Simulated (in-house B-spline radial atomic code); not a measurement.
# Te⁷⁺: ionisation energy by several methods

How far do functionals differ on the ionisation energy of Te⁷⁺? Each run solves Te⁷⁺ and then the next ion ([Kr] 4d8).

The numbers are computed with in-house B-spline radial atomic code version 1 (Dirac-Coulomb, several functionals; spherical all-electron atom at the radial basis limit), except any that are marked as measured or tabulated.

## Step 1: What is computed

* element: tellurium (Z = 52)
* charge: +7
* electrons: 45
* configuration: [Kr] 4d9
* nucleus: Fermi, rms radius 4.742 fm

Outer shells as boxes (Hund's rule):

[Kr] 4d9
```
[Kr] core
4d [↑↓][↑↓][↑↓][↑↓][↑ ]
```

The boxes only draw the filling; these runs are spin-restricted and spherical.

## Step 2: PBEsol, a GGA

Settings, as recorded:

```ini
Z = 52
electrons = 45.0
configuration = [Kr] 4d9
hamiltonian = dirac
method = pbesol
spin_polarised = False
nucleus = fermi
rms_radius = 4.7423
mass_number = 130
atomic_mass = 129.906222745
speed_of_light = 137.035999084
```

## Step 3: AM05, a GGA

Changes to the settings of step 2:

```diff
@@ -4,3 +4,3 @@
 hamiltonian = dirac
-method = pbesol
+method = am05
 spin_polarised = False
```

## Step 4: BLYP, a GGA

Changes to the settings of step 3:

```diff
@@ -4,3 +4,3 @@
 hamiltonian = dirac
-method = am05
+method = b88,lyp
 spin_polarised = False
```

## Step 5: exchange-only LDA

Changes to the settings of step 4:

```diff
@@ -4,3 +4,3 @@
 hamiltonian = dirac
-method = b88,lyp
+method = lda,
 spin_polarised = False
```

## Step 6: BP86, a GGA

Changes to the settings of step 5:

```diff
@@ -4,3 +4,3 @@
 hamiltonian = dirac
-method = lda,
+method = b88,p86
 spin_polarised = False
```

## Step 7: LDA (PW92)

Changes to the settings of step 6:

```diff
@@ -4,3 +4,3 @@
 hamiltonian = dirac
-method = b88,p86
+method = lda,pw
 spin_polarised = False
```

The tabulated ionisation energy is 143 ± 2.1 eV (tabulated theoretical; NIST Atomic Spectra Database). What does each method give, and which comes nearest?

As calculated:

| method | rung | total energy (hartree) | ΔSCF (eV) | with Breit, QED, recoil (eV) | −ε highest (eV) | corrected ΔSCF less tabulated (eV) |
| --- | --- | --- | --- | --- | --- | --- |
| exchange-only LDA | LDA | -6773.5383 | 145.12 | 145.12 | 133.14 (4d5/2) | +2.12 |
| LDA (PW92) | LDA | -6778.1575 | 147.16 | 147.16 | 135.16 (4d5/2) | +4.16 |
| PBEsol | GGA | -6780.9807 | 146.96 | 146.95 | 134.96 (4d5/2) | +3.95 |
| AM05 | GGA | -6778.4878 | 146.97 | 146.96 | 134.96 (4d5/2) | +3.96 |
| BLYP | GGA | -6784.5354 | 146.78 | 146.78 | 134.79 (4d5/2) | +3.78 |
| BP86 | GGA | -6785.0420 | 147.07 | 147.07 | 135.07 (4d5/2) | +4.07 |

Against the tabulated ionisation energy, 143 ± 2.1 eV (tabulated theoretical; NIST Atomic Spectra Database), the best here is exchange-only LDA (+2.12 eV) and the worst LDA (PW92) (+4.16 eV, or 2.9 %). Open shells are averaged (over orientations, and over spins where the run is restricted), while tables refer to the lowest levels. For the semilocal functionals minus the highest level recovers only 92 % of their own ΔSCF value, a mark of self-interaction.
